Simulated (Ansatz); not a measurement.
# K+ with CH₃F: superposition error and deformation

Aim: split the binding of a pair into the counterpoise interaction, the basis-set superposition error and the cost of deforming the fragments.

Computed with Ansatz 0.2.0, Gaussian basis. Level: PBE0-D4 structures, single points in def2-TZVPPD.

Levels: PBE-D4, revPBE-D4, BLYP-D4, r2SCAN-D4, B97M-V, PBE0-D4, B3LYP-D4, HSE06-D4, wB97X-V, wB97M-V, B2PLYP, Hartree-Fock, MP2, CCSD, CCSD(T).

Correlated methods freeze the cores. The outer core shell of Li, Na, Mg and K is correlated. B3LYP uses VWN-RPA correlation. B2PLYP carries no dispersion term here.

130 further runs of the same task are left out: 1 that didn't finish, 129 set aside as unsound or not needed.

**1. Where the work starts**

The relaxed pair: 6 atoms, charge 1, spin multiplicity 1.

Atoms are counted from 1 here; the program's logs count them from 0.

Bond lengths: K1–F3 2.531 Å, C2–F3 1.414 Å, C2–H4 1.088 Å, C2–H5 1.088 Å, C2–H6 1.088 Å. Angles: F3–C2–H4 107.6°, F3–C2–H5 107.6°, F3–C2–H6 107.6°, H4–C2–H5 111.3°, H4–C2–H6 111.3°, H5–C2–H6 111.3°, K1–F3–C2 180.0°.

Coordinates:

```csv
atom,x (Å),y (Å),z (Å)
K1,-0.1572,-0.0344,-3.2117
C2,0.0357,0.0078,0.7280
F3,-0.0341,-0.0073,-0.6844
H4,1.0350,-0.3165,1.0109
H5,-0.7227,-0.6770,1.1017
H6,-0.1565,1.0274,1.0554
```

Atoms 1 to 1 are fragment A (K+), the rest fragment B (CH₃F). From earlier runs, pair energy (eV) and counterpoise interaction (kJ/mol):

```csv
method,E(pair),interaction
PBE-D4,-20114.72786,-62.71
revPBE-D4,-20120.99647,-58.54
BLYP-D4,-20124.08247,-63.79
r2SCAN-D4,-20122.07742,-64.00
B97M-V,-20119.70358,-63.75
PBE0-D4,-20116.28381,-65.12
B3LYP-D4,-20125.46972,-66.92
HSE06-D4,-20115.87642,-65.06
wB97X-V,-20121.44583,-65.48
wB97M-V,-20122.77553,-65.26
B2PLYP,-20118.40711,-64.51
Hartree-Fock,-20085.61917,-65.79
MP2,-20101.60073,-63.56
CCSD(T),-20102.77630,-63.05
```

First each fragment is run alone in its own basis, frozen in the shape it has in the pair (a, b).

**2. wB97X-V/def2-TZVPPD**

File a/in.yaml:

```yaml
crystal:
  periodic: [false, false, false]
  atoms:
    - {symbol: K, position_ang: [-0.157237, -0.034409, -3.211736]}
basis:
  gaussian: {orbitals: "def2-TZVPPD.json"}
total_charge: 1
hamiltonian: {xc: {name: wB97X-V}}
```

File b/in.yaml:

```yaml
crystal:
  periodic: [false, false, false]
  atoms:
    - {symbol: C, position_ang: [0.035701, 0.007797, 0.727961]}
    - {symbol: F, position_ang: [-0.034127, -0.007306, -0.684352]}
    - {symbol: H, position_ang: [1.035013, -0.316473, 1.010911]}
    - {symbol: H, position_ang: [-0.722710, -0.677028, 1.101667]}
    - {symbol: H, position_ang: [-0.156541, 1.027418, 1.055449]}
basis:
  gaussian: {orbitals: "def2-TZVPPD.json"}
hamiltonian: {xc: {name: wB97X-V}}
```

The basis file named in the input lies beside it (Basis Set Exchange, JSON).

The same command starts each run, in its folder.

Run with:

```sh
$ ansatz run in.yaml --threads 2 --pin off --events-out ev --progress --plain --max-ram 5222MiB
```

Output in a:

```text
Functional definition: wB97X-V
  name "wB97X-V"
  cite "Mardirossian & Head-Gordon, Phys. Chem. Chem. Phys. 16, 9904 (2014) doi:10.1039/C3CP54374A"
  cite "Becke, J. Chem. Phys. 107, 8554 (1997) doi:10.1063/1.475007"
  cite "Vydrov & Van Voorhis, J. Chem. Phys. 133, 244103 (2010) doi:10.1063/1.3521275"
  parameter omega = 0.3/bohr
  parameter cx = 0.167
  parameter cx1 = 0.603
  parameter cx2 = 1.194
  parameter css0 = 0.556
  parameter css1 = -0.257
  parameter cos0 = 1.219
  parameter cos1 = -1.850
  parameter b = 6.0
  parameter c = 0.01
  exchange = spin_sum(e_x_unif_sr(omega)*poly(b97_u_x, 1 - cx, cx1, cx2)) + cx*exact_x_sr(omega) + exact_x_lr(omega)
  correlation = spin_sum(e_c_pw_same_spin*poly(b97_u_same, css0, css1))
      + integral(e_c_pw_opposite_spin*poly(b97_u_opposite, cos0, cos1)) + vv10(b, c)
294 factors; their error is unknown
80 factors; integrals over basis functions are off by at most 9.2e-5 eV
mean field evaluation 1: about -16317.7546 eV, gradient 5.6e-1 eV
mean field evaluation 2: about -16317.7547 eV, gradient 5.6e-1 eV
mean field evaluation 4: about -16317.7553 eV, gradient 1.1e-2 eV
mean field evaluation 8: about -16317.8030 eV, gradient 1.8e-4 eV
mean field -16317.80298627 eV, -599.6681991414 hartree, gradient 7.1e-6 eV, S^2 0.000000; 0 other end points of the search recorded, 0 dependent functions left out
reference -16317.80298498 eV, -599.6681990939 hartree; 9, 9 occupied and 27, 27 virtual orbitals, 294 factors
Total energy: -16317.80298498 eV, -599.6681990939 hartree
```

b printed, shortened:

```text
Functional definition: wB97X-V
  name "wB97X-V"
  cite "Mardirossian & Head-Gordon, Phys. Chem. Chem. Phys. 16, 9904 (2014) doi:10.1039/C3CP54374A"
  cite "Becke, J. Chem. Phys. 107, 8554 (1997) doi:10.1063/1.475007"
  cite "Vydrov & Van Voorhis, J. Chem. Phys. 133, 244103 (2010) doi:10.1063/1.3521275"
[...]
      + integral(e_c_pw_opposite_spin*poly(b97_u_opposite, cos0, cos1)) + vv10(b, c)
548 factors; their error is unknown
177 factors; integrals over basis functions are off by at most 2.5e-5 eV
[...]
mean field -3802.95577885 eV, -139.7560471366 hartree, gradient 1.1e-5 eV, S^2 0.000000; 0 other end points of the search recorded, 0 dependent functions left out
reference -3802.95577698 eV, -139.7560470680 hartree; 9, 9 occupied and 119, 119 virtual orbitals, 548 factors
Total energy: -3802.95577698 eV, -139.7560470680 hartree
```

Times: 0.95 s (a), 2 s (b) on 2 threads of Arm Neoverse V2, shared host.

**3. wB97M-V/def2-TZVPPD**

Each input of step 2 (a, b) changes in the same lines:

```diff
-hamiltonian: {xc: {name: wB97X-V}}
+hamiltonian: {xc: {name: wB97M-V}}
```

Each run has its own folder and the same command.

Run with:

```sh
$ ansatz run in.yaml --threads 2 --pin off --events-out ev --progress --plain --max-ram 5222MiB
```

Output in a, shortened:

```text
Functional definition: wB97M-V
  name "wB97M-V"
  cite "Mardirossian & Head-Gordon, J. Chem. Phys. 144, 214110 (2016) doi:10.1063/1.4952647"
  cite "Becke, J. Chem. Phys. 107, 8554 (1997) doi:10.1063/1.475007"
  cite "Vydrov & Van Voorhis, J. Chem. Phys. 133, 244103 (2010) doi:10.1063/1.3521275"
  # Of w^i u^j: cxij and so on, Table III.
[...]
  gx(w, u) = 1 - cx + cx01*u + cx10*w
  gss(w, u) = css00 + css04*u^4 + css10*w + css20*w^2 + css43*w^4*u^3
  gos(w, u) = cos00 + cos10*w + (cos20 + cos21*u)*w^2 + (cos60 + cos61*u)*w^6
[...]
      + integral(e_c_pw_mod_opposite_spin*gos(b97_w_opposite, b97_u_opposite)) + vv10(b, c)
294 factors; their error is unknown
80 factors; integrals over basis functions are off by at most 9.2e-5 eV
[...]
mean field -16319.33110416 eV, -599.7243564378 hartree, gradient 8.1e-6 eV, S^2 0.000000; 0 other end points of the search recorded, 0 dependent functions left out
reference -16319.33114010 eV, -599.7243577587 hartree; 9, 9 occupied and 27, 27 virtual orbitals, 294 factors
Total energy: -16319.33114010 eV, -599.7243577587 hartree
```

Output in b, shortened:

```text
Functional definition: wB97M-V
  name "wB97M-V"
  cite "Mardirossian & Head-Gordon, J. Chem. Phys. 144, 214110 (2016) doi:10.1063/1.4952647"
  cite "Becke, J. Chem. Phys. 107, 8554 (1997) doi:10.1063/1.475007"
  cite "Vydrov & Van Voorhis, J. Chem. Phys. 133, 244103 (2010) doi:10.1063/1.3521275"
  # Of w^i u^j: cxij and so on, Table III.
[...]
  gx(w, u) = 1 - cx + cx01*u + cx10*w
  gss(w, u) = css00 + css04*u^4 + css10*w + css20*w^2 + css43*w^4*u^3
  gos(w, u) = cos00 + cos10*w + (cos20 + cos21*u)*w^2 + (cos60 + cos61*u)*w^6
[...]
      + integral(e_c_pw_mod_opposite_spin*gos(b97_w_opposite, b97_u_opposite)) + vv10(b, c)
548 factors; their error is unknown
177 factors; integrals over basis functions are off by at most 2.5e-5 eV
[...]
mean field -3802.76123537 eV, -139.7488977956 hartree, gradient 1.1e-5 eV, S^2 0.000000; 0 other end points of the search recorded, 0 dependent functions left out
reference -3802.76128188 eV, -139.7488995048 hartree; 9, 9 occupied and 119, 119 virtual orbitals, 548 factors
Total energy: -3802.76128188 eV, -139.7488995048 hartree
```

Wall times: 1.1 s (a), 2.2 s (b) on 2 threads of Arm Neoverse V2, shared host.

**4. B2PLYP/def2-TZVPPD**

Each input of step 3 (a, b) changes in the same lines:

```diff
-hamiltonian: {xc: {name: wB97M-V}}
+hamiltonian: {xc: {name: B2PLYP}}
```

One command serves all of them, each in its own folder.

Run with:

```sh
$ ansatz run in.yaml --threads 2 --pin off --events-out ev --progress --plain --max-ram 5222MiB
```

a printed, shortened:

```text
Functional definition: B2PLYP
  name "B2PLYP"
  cite "Grimme, J. Chem. Phys. 124, 034108 (2006) doi:10.1063/1.2148954"
  cite "Becke, Phys. Rev. A 38, 3098 (1988) doi:10.1103/PhysRevA.38.3098"
  cite "Lee, Yang & Parr, Phys. Rev. B 37, 785 (1988) doi:10.1103/PhysRevB.37.785"
[...]
206 factors; integrals over basis functions are off by at most 1.5e-4 eV
[...]
mean field -16314.67160316 eV, -599.5531229344 hartree, gradient 5.3e-6 eV, S^2 0.000000; 0 other end points of the search recorded, 0 dependent functions left out
5 core orbitals not correlated: weight in the atoms' cores, before any rotation towards them, 1.000 or more for the frozen orbitals, at most 0.000 for the correlated occupied ones
reference -16314.67168109 eV, -599.5531257983 hartree; 4, 4 occupied and 27, 27 virtual orbitals, 206 factors
second order -4.82704404 eV of doubles, -0.00000000 eV of singles
Total energy: -16315.97498298 eV, -599.6010212594 hartree
```

b printed, shortened:

```text
Functional definition: B2PLYP
  name "B2PLYP"
  cite "Grimme, J. Chem. Phys. 124, 034108 (2006) doi:10.1063/1.2148954"
  cite "Becke, Phys. Rev. A 38, 3098 (1988) doi:10.1103/PhysRevA.38.3098"
  cite "Lee, Yang & Parr, Phys. Rev. B 37, 785 (1988) doi:10.1103/PhysRevB.37.785"
[...]
753 factors; integrals over basis functions are off by at most 1.1e-3 eV
[...]
mean field -3797.93519541 eV, -139.5715440985 hartree, gradient 3.8e-6 eV, S^2 0.000000; 0 other end points of the search recorded, 0 dependent functions left out
2 core orbitals not correlated: weight in the atoms' cores, before any rotation towards them, 1.000 or more for the frozen orbitals, at most 0.000 for the correlated occupied ones
reference -3797.93532139 eV, -139.5715487280 hartree; 7, 7 occupied and 119, 119 virtual orbitals, 753 factors
second order -14.11427278 eV of doubles, -0.00000000 eV of singles
Total energy: -3801.74617504 eV, -139.7115950166 hartree
```

They took 0.35 s (a), 1.2 s (b) on 2 threads of Arm Neoverse V2, shared host.

**5. B97M-V/def2-TZVPPD**

The same edit goes into each in.yaml of step 4 (a, b):

```diff
-hamiltonian: {xc: {name: B2PLYP}}
+hamiltonian: {xc: {name: B97M-V}}
```

One command serves all of them, each in its own folder.

Run with:

```sh
$ ansatz run in.yaml --threads 2 --pin off --events-out ev --progress --plain --max-ram 5222MiB
```

Output in a, shortened:

```text
Functional definition: B97M-V
  name "B97M-V"
  cite "Mardirossian & Head-Gordon, J. Chem. Phys. 142, 074111 (2015) doi:10.1063/1.4907719"
  cite "Becke, J. Chem. Phys. 107, 8554 (1997) doi:10.1063/1.475007"
  cite "Vydrov & Van Voorhis, J. Chem. Phys. 133, 244103 (2010) doi:10.1063/1.3521275"
  # Of w^i u^j: cxij and so on, Table III.
[...]
  gx(w, u) = cx00 + cx01*u + cx02*u^2 + (cx10 + cx11*u)*w
  gss(w, u) = css00 + css02*u^2 + css10*w + (css32*w^3 + css42*w^4)*u^2
  gos(w, u) = cos00 + cos01*u + cos03*u^3 + cos10*w + cos32*w^3*u^2
[...]
      + integral(e_c_pw_mod_opposite_spin*gos(b97_w_opposite, b97_u_opposite)) + vv10(b, c)
286 factors; their error is unknown
[...]
mean field -16315.86215186 eV, -599.5968747921 hartree, gradient 7.4e-6 eV, S^2 0.000000; 0 other end points of the search recorded, 0 dependent functions left out
reference -16315.86217914 eV, -599.5968757948 hartree; 9, 9 occupied and 27, 27 virtual orbitals, 286 factors
Total energy: -16315.86217914 eV, -599.5968757948 hartree
```

Log of b, shortened:

```text
Functional definition: B97M-V
  name "B97M-V"
  cite "Mardirossian & Head-Gordon, J. Chem. Phys. 142, 074111 (2015) doi:10.1063/1.4907719"
  cite "Becke, J. Chem. Phys. 107, 8554 (1997) doi:10.1063/1.475007"
  cite "Vydrov & Van Voorhis, J. Chem. Phys. 133, 244103 (2010) doi:10.1063/1.3521275"
  # Of w^i u^j: cxij and so on, Table III.
[...]
  gx(w, u) = cx00 + cx01*u + cx02*u^2 + (cx10 + cx11*u)*w
  gss(w, u) = css00 + css02*u^2 + css10*w + (css32*w^3 + css42*w^4)*u^2
  gos(w, u) = cos00 + cos01*u + cos03*u^3 + cos10*w + cos32*w^3*u^2
[...]
      + integral(e_c_pw_mod_opposite_spin*gos(b97_w_opposite, b97_u_opposite)) + vv10(b, c)
548 factors; their error is unknown
[...]
mean field -3803.17468062 eV, -139.7640916285 hartree, gradient 2.5e-5 eV, S^2 0.000000; 0 other end points of the search recorded, 0 dependent functions left out
reference -3803.17473601 eV, -139.7640936639 hartree; 9, 9 occupied and 119, 119 virtual orbitals, 548 factors
Total energy: -3803.17473601 eV, -139.7640936639 hartree
```

They took 0.8 s (a), 2.2 s (b) on 2 threads of Arm Neoverse V2, shared host.

**6. CCSD(T)/def2-TZVPPD**

The same edit goes into each in.yaml of step 5 (a, b):

```diff
-hamiltonian: {xc: {name: B97M-V}}
+correlation: {method: ccsd_t}
```

The same command starts each run, in its folder.

Run with:

```sh
$ ansatz run in.yaml --threads 2 --pin off --events-out ev --progress --plain --max-ram 5222MiB
```

a printed, shortened:

```text
Functional definition: HF
  name "HF"
  cite "Fock, Z. Phys. 61, 126 (1930) doi:10.1007/BF01340294"
  parent pbe
[...]
206 factors; integrals over basis functions are off by at most 1.5e-4 eV
[...]
mean field -16299.78475555 eV, -599.0060413757 hartree, gradient 2.4e-6 eV, S^2 0.000000; 0 other end points of the search recorded, 0 dependent functions left out
5 core orbitals not correlated: weight in the atoms' cores, before any rotation towards them, 1.000 or more for the frozen orbitals, at most 0.000 for the correlated occupied ones
reference -16299.78475555 eV, -599.0060413757 hartree; 4, 4 occupied and 27, 27 virtual orbitals, 206 factors
second order -4.10192687 eV of doubles, -0.00000000 eV of singles
cycle   1  -4.37575722 eV  change   -2.7e-1 eV  update   1.9e-2
[...]
cycle   6  -4.41655001 eV  change   -2.1e-6 eV  update   3.3e-6
perturbative correction -0.04592391 eV, -0.0016876725 hartree
Total energy: -16304.24722947 eV, -599.1700342674 hartree
```

Output in b, shortened:

```text
Functional definition: HF
  name "HF"
  cite "Fock, Z. Phys. 61, 126 (1930) doi:10.1007/BF01340294"
  parent pbe
[...]
753 factors; integrals over basis functions are off by at most 1.1e-3 eV
[...]
mean field -3785.14855431 eV, -139.1016437050 hartree, gradient 1.2e-6 eV, S^2 0.000000; 0 other end points of the search recorded, 0 dependent functions left out
2 core orbitals not correlated: weight in the atoms' cores, before any rotation towards them, 1.000 or more for the frozen orbitals, at most 0.000 for the correlated occupied ones
reference -3785.14855431 eV, -139.1016437050 hartree; 7, 7 occupied and 119, 119 virtual orbitals, 753 factors
second order -11.86568292 eV of doubles, -0.00000000 eV of singles
cycle   1  -11.99307035 eV  change   -1.3e-1 eV  update   6.9e-2
[...]
cycle   9  -12.30876879 eV  change   -2.4e-6 eV  update   6.2e-6
perturbative correction -0.37332406 eV, -0.0137194062 hartree
Total energy: -3797.83064716 eV, -139.5677020211 hartree
```

They took 0.15 s (a), 2.3 s (b) on 2 threads of Arm Neoverse V2, shared host; peak memory 0.49 GiB.

**7. Relaxing CH₃F alone**

File relax-b/in.yaml:

```yaml
crystal:
  periodic: [false, false, false]
  atoms:
    - {symbol: C, position_ang: [0.035701, 0.007797, 0.727961]}
    - {symbol: F, position_ang: [-0.034127, -0.007306, -0.684352]}
    - {symbol: H, position_ang: [1.035013, -0.316473, 1.010911]}
    - {symbol: H, position_ang: [-0.722710, -0.677028, 1.101667]}
    - {symbol: H, position_ang: [-0.156541, 1.027418, 1.055449]}
basis:
  gaussian: {orbitals: def2-TZVP}
hamiltonian: {xc: pbe0, dispersion: d4}
relax: {f_tol: 0.005, max_steps: 200}
```

Run with:

```sh
$ ansatz run in.yaml --threads 2 --pin off --events-out ev --progress --plain --max-ram 5222MiB
```

Output, shortened:

```text
Functional definition: PBE0
  name "PBE0"
  cite "Adamo & Barone, J. Chem. Phys. 110, 6158 (1999) doi:10.1063/1.478522"
  cite "Perdew, Burke & Ernzerhof, Phys. Rev. Lett. 77, 3865 (1996) doi:10.1103/PhysRevLett.77.3865"
  parent pbe
[...]
468 factors; their error is unknown
[...]
mean field -3800.14929757 eV, -139.6529108522 hartree, gradient 5.4e-6 eV, S^2 0.000000; 0 other end points of the search recorded, 0 dependent functions left out
[...]
reference -3800.14931585 eV, -139.6529115239 hartree; 9, 9 occupied and 71, 71 virtual orbitals, 468 factors
relax step   1: F+E_penalty+E_count = -3800.17231797 eV  Δ(F+E_penalty+E_count) = +0.000e0 eV  max|allowed force component| = 1.343e0 eV/Å  Δτ_max = 0.0000 Å  (26 SCF iters, accepted)
[...]
468 factors; their error is unknown
[...]
mean field -3800.17369461 eV, -139.6538074268 hartree, gradient 1.5e-5 eV, S^2 0.000000; 1 other end points of the search recorded, 0 dependent functions left out
[...]
reference -3800.17371336 eV, -139.6538081157 hartree; 9, 9 occupied and 71, 71 virtual orbitals, 468 factors
Total energy: -3800.19678270 eV, -139.6546558983 hartree
Atom 0 at     0.034476     0.007532     0.703178 Å, force     0.000018     0.000004     0.000363 eV/Å
Atom 1 at    -0.033485    -0.007166    -0.671380 Å, force     0.000023     0.000005     0.000471 eV/Å
Atom 2 at     1.030508    -0.314863     1.015063 Å, force    -0.000542     0.000172    -0.000254 eV/Å
Atom 3 at    -0.718813    -0.673696     1.105387 Å, force     0.000403     0.000367    -0.000303 eV/Å
Atom 4 at    -0.155349     1.022602     1.059388 Å, force     0.000098    -0.000549    -0.000277 eV/Å
Dipole moment:     0.018448     0.003991     0.373118 e Å
```

Wall time 2.4 s (2 threads of Arm Neoverse V2, shared host).

Relaxation path:

```csv
step,energy from step 1 (eV),largest force component (eV/Å)
1,0.0000,1.3429
2,-0.0164,0.8011
3,-0.0244,0.0690
4,-0.0244,0.0005
```

Close pairs (by a distance rule), those that changed most:

```csv
bond,before (Å),after (Å),change (Å)
C1–F2,1.414,1.376,-0.038
C1–H4,1.088,1.092,+0.004
C1–H3,1.088,1.092,+0.004
C1–H5,1.088,1.092,+0.004
```

**8. PBE-D4/def2-TZVPPD**

File free-b/in.yaml:

```yaml
crystal:
  periodic: [false, false, false]
  atoms:
    - {symbol: C, position_ang: [0.034476, 0.007532, 0.703178]}
    - {symbol: F, position_ang: [-0.033485, -0.007166, -0.671380]}
    - {symbol: H, position_ang: [1.030508, -0.314863, 1.015063]}
    - {symbol: H, position_ang: [-0.718813, -0.673696, 1.105387]}
    - {symbol: H, position_ang: [-0.155349, 1.022602, 1.059388]}
basis:
  gaussian: {orbitals: "def2-TZVPPD.json"}
hamiltonian: {xc: pbe, dispersion: d4}
```

Run with:

```sh
$ ansatz run in.yaml --threads 2 --pin off --events-out ev --progress --plain --max-ram 5222MiB
```

Output:

```text
Functional definition: PBE
  name "PBE"
  cite "Perdew, Burke & Ernzerhof, Phys. Rev. Lett. 77, 3865 (1996) doi:10.1103/PhysRevLett.77.3865"
  parent pbe
  parameter kappa = 0.804
  parameter beta = 0.06672455060314922
  exchange = pbe_x(kappa = kappa, mu = beta*pi^2/3)
  correlation = pbe_c(beta = beta)
548 factors; their error is unknown
mean field evaluation 1: about -3796.2155 eV, gradient 4.2e1 eV
mean field evaluation 2: about -3793.1196 eV, gradient 5.4e1 eV
mean field evaluation 4: about -3800.0531 eV, gradient 3.8e0 eV
mean field evaluation 8: about -3800.0564 eV, gradient 4.3e-2 eV
mean field -3800.05644952 eV, -139.6494987490 hartree, gradient 4.3e-5 eV, S^2 0.000000; 0 other end points of the search recorded, 0 dependent functions left out
reference -3800.05649050 eV, -139.6495002552 hartree; 9, 9 occupied and 119, 119 virtual orbitals, 548 factors
Total energy: -3800.08511519 eV, -139.6505521932 hartree
```

Wall time 0.6 s (2 threads of Arm Neoverse V2, shared host).

**9. r2SCAN-D4/def2-TZVPPD**

Changes to free-b/in.yaml since step 8:

```diff
@@ -10,2 +10,2 @@
   gaussian: {orbitals: "def2-TZVPPD.json"}
-hamiltonian: {xc: pbe, dispersion: d4}
+hamiltonian: {xc: r2scan, dispersion: d4}
```

Run with:

```sh
$ ansatz run in.yaml --threads 2 --pin off --events-out ev --progress --plain --max-ram 5222MiB
```

Output:

```text
Functional definition: r2SCAN
  name "r2SCAN"
  cite "Furness, Kaplan, Ning, Perdew & Sun, J. Phys. Chem. Lett. 11, 8208 (2020) doi:10.1021/acs.jpclett.0c02405"
  cite "Furness, Kaplan, Ning, Perdew & Sun, J. Phys. Chem. Lett. 11, 9248 (2020) doi:10.1021/acs.jpclett.0c03077"
  parent r2scan
  parameter k0 = 0.174
  parameter k1 = 0.065
  parameter a1 = 4.9479
  exchange = r2scan_x(k0 = k0, k1 = k1, a1 = a1)
  correlation = r2scan_c
548 factors; their error is unknown
mean field evaluation 1: about -3799.3809 eV, gradient 3.7e1 eV
mean field evaluation 2: about -3798.5179 eV, gradient 4.2e1 eV
mean field evaluation 4: about -3802.3491 eV, gradient 2.4e0 eV
mean field evaluation 8: about -3802.3421 eV, gradient 4.8e-2 eV
mean field -3802.34208234 eV, -139.7334942060 hartree, gradient 3.7e-5 eV, S^2 0.000000; 0 other end points of the search recorded, 0 dependent functions left out
reference -3802.34209508 eV, -139.7334946740 hartree; 9, 9 occupied and 119, 119 virtual orbitals, 548 factors
Total energy: -3802.34884237 eV, -139.7337426325 hartree
```

Run time: 1.2 s. Hardware: 2 threads of Arm Neoverse V2, shared host.

**10. PBE0-D4/def2-TZVPPD**

Changes to free-b/in.yaml since step 9:

```diff
@@ -10,2 +10,3 @@
   gaussian: {orbitals: "def2-TZVPPD.json"}
-hamiltonian: {xc: r2scan, dispersion: d4}
+hamiltonian: {xc: pbe0, dispersion: d4}
+output: {orbitals: {seedname: orbitals}}
```

Run with:

```sh
$ ansatz run in.yaml --threads 2 --pin off --events-out ev --progress --plain --max-ram 5222MiB
```

Output:

```text
Functional definition: PBE0
  name "PBE0"
  cite "Adamo & Barone, J. Chem. Phys. 110, 6158 (1999) doi:10.1063/1.478522"
  cite "Perdew, Burke & Ernzerhof, Phys. Rev. Lett. 77, 3865 (1996) doi:10.1103/PhysRevLett.77.3865"
  parent pbe
  parameter a = 0.25
  parameter kappa = 0.804
  parameter beta = 0.06672455060314922
  exchange = (1 - a)*pbe_x(kappa = kappa, mu = beta*pi^2/3) + a*exact_x
  correlation = pbe_c(beta = beta)
548 factors; their error is unknown
mean field evaluation 1: about -3798.2386 eV, gradient 3.1e1 eV
mean field evaluation 2: about -3798.2905 eV, gradient 3.2e1 eV
mean field evaluation 4: about -3800.2409 eV, gradient 1.7e0 eV
mean field evaluation 8: about -3800.2453 eV, gradient 1.1e-2 eV
mean field evaluation 16: about -3800.2424 eV, gradient 6.0e-5 eV
mean field -3800.24244858 eV, -139.6563340885 hartree, gradient 6.0e-5 eV, S^2 0.000000; 0 other end points of the search recorded, 0 dependent functions left out
reference -3800.24247765 eV, -139.6563351569 hartree; 9, 9 occupied and 119, 119 virtual orbitals, 548 factors
Total energy: -3800.26554700 eV, -139.6571829396 hartree
```

Wall time 0.65 s (2 threads of Arm Neoverse V2, shared host).

(Part 1 of 2 ends here.)
